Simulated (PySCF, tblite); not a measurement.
**C₆H₁₇GeN: geometry, infrared bands and NMR shifts**

Wanted: the infrared bands and NMR shifts of C₆H₁₇GeN (`C[CH2][GeH2][C@H](C)CCN`), by calculation.

Programs: tblite 0.8.0 and PySCF 2.14.0, with density-fitted response routines of our own. Each step states its level of theory. These are calculated values for one molecule in the gas phase, unless marked as measured. Atoms count from 0, in the outputs and in this text.

## Step 1: The starting structure

25 atoms, charge 0, multiplicity 1; geometry from: force field or distance geometry start.

Bonds of the start (Å): C0–C1 1.52, C1–Ge2 1.95, Ge2–C3 1.94, C3–C4 1.51, C3–C5 1.50, C5–C6 1.49, C6–N7 1.46, C0–H8 1.12, C0–H9 1.10, C0–H10 1.11, C1–H11 1.09, C1–H12 1.10, Ge2–H13 1.54, Ge2–H14 1.54, C3–H15 1.12, C4–H16 1.11, C4–H17 1.11, C4–H18 1.10, C5–H19 1.11, C5–H20 1.11, C6–H21 1.10, C6–H22 1.11, N7–H23 1.05, N7–H24 1.04.

## Step 2: Relaxing the molecule with GFN2-xTB

The job: settings as JSON, then the geometry in Å.

```
{"job": {"kind": "relax", "xc": "GFN2-xTB", "basis": "xTB"}, "charge": 0, "multiplicity": 1}
C      3.741600     0.035600     0.255000
C      2.490500     0.597900    -0.408100
Ge     0.888000     0.316900     0.661900
C     -0.502300    -0.577700    -0.355900
C     -0.158400    -0.413100    -1.820800
C     -1.863100     0.011000    -0.151400
C     -2.367400     0.012500     1.251400
N     -3.689100     0.635000     1.237600
H      4.623000     0.359800    -0.352500
H      3.830300     0.412500     1.281000
H      3.720000    -1.073100     0.242500
H      2.656300     1.661900    -0.575800
H      2.382200     0.033400    -1.344700
H      0.401300     1.704100     1.108300
H      1.258100    -0.466000     1.936200
H     -0.466500    -1.659000    -0.059100
H      0.273000    -1.342200    -2.245700
H     -1.118400    -0.216800    -2.351900
H      0.492300     0.458500    -1.976100
H     -2.577900    -0.564200    -0.777700
H     -1.885000     1.062900    -0.509100
H     -1.729300     0.607400     1.922800
H     -2.448400    -1.006900     1.693000
H     -3.633900     1.413000     0.537400
H     -4.327900    -0.060300     0.810600
```

On the command line:

```sh
OMP_NUM_THREADS=1 python probes_run.py task.json out
```

The driver reads the jobs from task.json and runs them one after another.

**Question.** This job is followed by: GFN2-xTB harmonic vibrations, gas phase; GIAO PBE0/pcSseg-1 NMR shielding, non-relativistic, gas phase. Predict these results of the whole session: strongest single infrared mode (GFN2-xTB); zero-point energy (GFN2-xTB); 13C shifts against TMS (PBE0/pcSseg-1); 1H shifts against TMS (PBE0/pcSseg-1, means over atoms taken as alike); 73Ge shifts against GeMe4 (PBE0/pcSseg-1); 15N shifts against NH3 (PBE0/pcSseg-1); surface potential, 1st and 99th percentile.

The runs gave:

| quantity | value |
| --- | --- |
| strongest single infrared mode (GFN2-xTB) | 1974 cm⁻¹, 530 km/mol |
| zero-point energy (GFN2-xTB) | 135.5 kcal/mol |
| 13C shifts against TMS (PBE0/pcSseg-1) | 51.8, 49.9, 25.0, 21.8, 12.8, 7.1 ppm |
| 1H shifts against TMS (PBE0/pcSseg-1, means over atoms taken as alike) | 3.94, 3.57, 2.87, 2.59, 1.43, 1.36, 1.20, 1.17, 1.11, 1.04, 0.77, 0.52 ppm |
| 73Ge shifts against GeMe4 (PBE0/pcSseg-1) | -113 ppm |
| 15N shifts against NH3 (PBE0/pcSseg-1) | 44.0 ppm |
| surface potential, 1st and 99th percentile | -1.71 V and 1.17 V |

What this shows: Over 221 steps the energy fell by 0.724 eV; of the close pairs, Ge2–C3 changed most, 1.941 to 2.005 Å. No mode is imaginary among the 69: a minimum at this level. The strongest single mode, at 1974 cm⁻¹, moves mainly H14 and H13. GFN2-xTB is a fitted tight-binding method: band positions and strengths are rough. Its intensities can rank the bands wrongly. At PBE0/pcSseg-1: Shielding is most anisotropic at Ge2 (span 250 ppm, paramagnetic term -1316 ppm). Spin-orbit coupling is left out, which matters for shieldings and couplings at and beside the heavy atoms.
